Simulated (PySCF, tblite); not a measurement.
**C₅H₄F₃P: geometry, infrared bands and NMR shifts**

Aim: predict the infrared bands and NMR shifts of C₅H₄F₃P (`C=CP1C=C1C(F)(F)F`).

The runs use tblite 0.8.0 and PySCF 2.14.0, with density-fitted response routines of our own; the level of theory stands in each step. All values are computed, except where a source is named. Atoms are numbered from 0 throughout.

## (1) Starting geometry

13 atoms, charge 0, multiplicity 1; geometry from: force field or distance geometry start.

Bonds of the start (Å): C0–C1 1.34, C1–P2 1.83, P2–C3 1.85, C3–C4 1.35, C4–C5 1.51, C5–F6 1.39, C5–F7 1.40, C5–F8 1.36, C4–P2 1.85, C0–H9 1.08, C0–H10 1.08, C1–H11 1.10, C3–H12 1.10.

## (2) Geometry optimisation with GFN2-xTB

Job settings and geometry (Å):

```
{"job": {"kind": "relax", "xc": "GFN2-xTB", "basis": "xTB"}, "charge": 0, "multiplicity": 1}
C      2.966600    -0.516300     0.037200
C      1.623900    -0.518400     0.073600
P      0.608800     0.500100    -1.055400
C     -0.545300     1.634900    -0.159200
C     -1.177000     0.509900    -0.557800
C     -2.454200    -0.296700    -0.643000
F     -2.301900    -1.535700    -0.035700
F     -3.439500     0.327900     0.130100
F     -2.815900    -0.486000    -1.938900
H      3.523600     0.089700    -0.660200
H      3.491600    -1.143200     0.737400
H      1.120900    -1.153300     0.812000
H     -0.606100     2.587600     0.380700
```

Launch:

```sh
> OMP_NUM_THREADS=1 python probes_run.py task.json out
```

One launch serves the whole session: the jobs run in the order shown.

**Question.** This job is followed by: GFN2-xTB harmonic vibrations, gas phase; GIAO PBE0/pcSseg-1 NMR shielding, non-relativistic, gas phase. What will the session give for the following? strongest single infrared mode (GFN2-xTB); zero-point energy (GFN2-xTB); 13C shifts against TMS (PBE0/pcSseg-1); 1H shifts against TMS (PBE0/pcSseg-1); 31P shifts against H3PO4 (PBE0/pcSseg-1); 19F shifts against CFCl3 (PBE0/pcSseg-1, means over atoms taken as alike).

**Answer**, as computed:

```
                                                                 quantity                                  value
                                strongest single infrared mode (GFN2-xTB)                  1153 cm⁻¹, 339 km/mol
                                             zero-point energy (GFN2-xTB)                          47.1 kcal/mol
                                   13C shifts against TMS (PBE0/pcSseg-1)  161.5, 141.5, 139.1, 137.7, 133.1 ppm
                                    1H shifts against TMS (PBE0/pcSseg-1)             8.76, 6.46, 6.12, 5.89 ppm
                                 31P shifts against H3PO4 (PBE0/pcSseg-1)                             -175.8 ppm
19F shifts against CFCl3 (PBE0/pcSseg-1, means over atoms taken as alike)                              -73.7 ppm
```

**Reading.** Relaxing lowered the energy by 0.542 eV in 86 steps; the close pair that moved most is C5–F7, from 1.400 to 1.346 Å. All 33 modes are real, so the xTB geometry is a minimum. The strongest single mode, at 1153 cm⁻¹, moves mainly C5. Unscaled tight-binding wavenumbers are off by several per cent, some by more. Its intensities can rank the bands wrongly. At PBE0/pcSseg-1: The largest span, 760 ppm, is at P2, where the paramagnetic term is -470 ppm.
